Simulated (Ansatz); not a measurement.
HPbNO4 in Ansatz: convergence with k mesh

Input of the first run (k mesh 3 × 2 × 2); the others differ in this setting and in those tied to it:

The input input.yaml:

```yaml
crystal:
  lattice:
    - [4.27531, -0.0004, 0.00636]
    - [-2.08399, 5.20775, -0.04907]
    - [-2.12377, -1.86574, 4.91491]
  atoms:
    - { symbol: H, position: [0.99073, 0.0333, 0.90994] }
    - { symbol: Pb, position: [0.50274, 0.81989, 0.14287] }
    - { symbol: "N", position: [0.00838, 0.47408, 0.50265] }
    - { symbol: O, position: [0.99816, 0.92741, 0.02877] }
    - { symbol: O, position: [0.19467, 0.73435, 0.60852] }
    - { symbol: O, position: [0.81673, 0.35882, 0.24556] }
    - { symbol: O, position: [0.01381, 0.33121, 0.65217] }
hamiltonian:
  xc: pbe
  pseudopotentials: { kind: paw, azcp: { folder: soft_1 } }
kpoints:
  mp_grid: { grid: [3, 2, 2] }
scf:
  occupations: { method: fermi_dirac, width: 0.05 }
output:
  forces: true
  stress: true
  eigenvalues: true
```

Potentials or basis: Ansatz PAW soft_1.

Launch:

```bash
$ ansatz run input.yaml --threads 8 --pin off --max-ram 20480MiB --backend cpu --events-out ev --progress --plain --runs-dir out
```

The cell was built by a generator and needn't be a form met in nature.

Hardware: 8 threads of Intel(R) Xeon(R) Platinum 8259CL CPU @ 2.50GHz (Skylake/Cascade Lake) (shared host).

**Question.** The values tried are 3 × 2 × 2, 4 × 3 × 3, 5 × 3 × 3, 6 × 4 × 4, 7 × 5 × 5, 9 × 6 × 6, 11 × 8 × 8, 13 × 9 × 9, loosest first. From which on does the gap on the mesh stay within 0.01 eV of the tightest run that finished?

**Answer.** From 11 × 8 × 8 on.

| k mesh | energy less the tightest run, at zero smearing (meV/atom) | largest force (eV/Å) | gap on the mesh (eV) | SCF cycles | CPU time (s) | peak memory (GiB) |
| --- | --- | --- | --- | --- | --- | --- |
| 3 × 2 × 2 | 0.44 | 0.031 | 3.317 | 11 | 4.1 | 0.45 |
| 4 × 3 × 3 | -0.03 | 0.023 | 2.869 | 11 | 8 | 0.51 |
| 5 × 3 × 3 | -0.01 | 0.023 | 2.951 | 11 | 9.2 | 0.51 |
| 6 × 4 × 4 | -0.01 | 0.023 | 2.872 | 11 | 18 | 0.56 |
| 7 × 5 × 5 | -0.01 | 0.023 | 2.910 | 12 | 35 | 0.62 |
| 9 × 6 × 6 | 0.00 | 0.023 | 2.850 | 11 | 54 | 0.77 |
| 11 × 8 × 8 | 0.00 | 0.023 | 2.845 | 11 | 120 | 1.1 |
| 13 × 9 × 9 | 0.00 | 0.023 | 2.839 | 11 | 170 | 1.4 |

Against the tightest run, the energy stays within 1 meV/atom from 3 × 2 × 2 on; the largest force stays within 0.005 eV/Å from 4 × 3 × 3 on. Meshes of other sizes hit other points, so gaps and Fermi surfaces needn't settle smoothly. The tightest run that finished is the yardstick and may itself not be fully converged.

Caveat, for the tightest run too: odd divisions of the mesh miss points on the zone boundary, where band edges often lie, so the gap on the mesh can be too wide; spin-orbit coupling is left out, which as a rule narrows the gap of such compounds by several tenths of an eV.
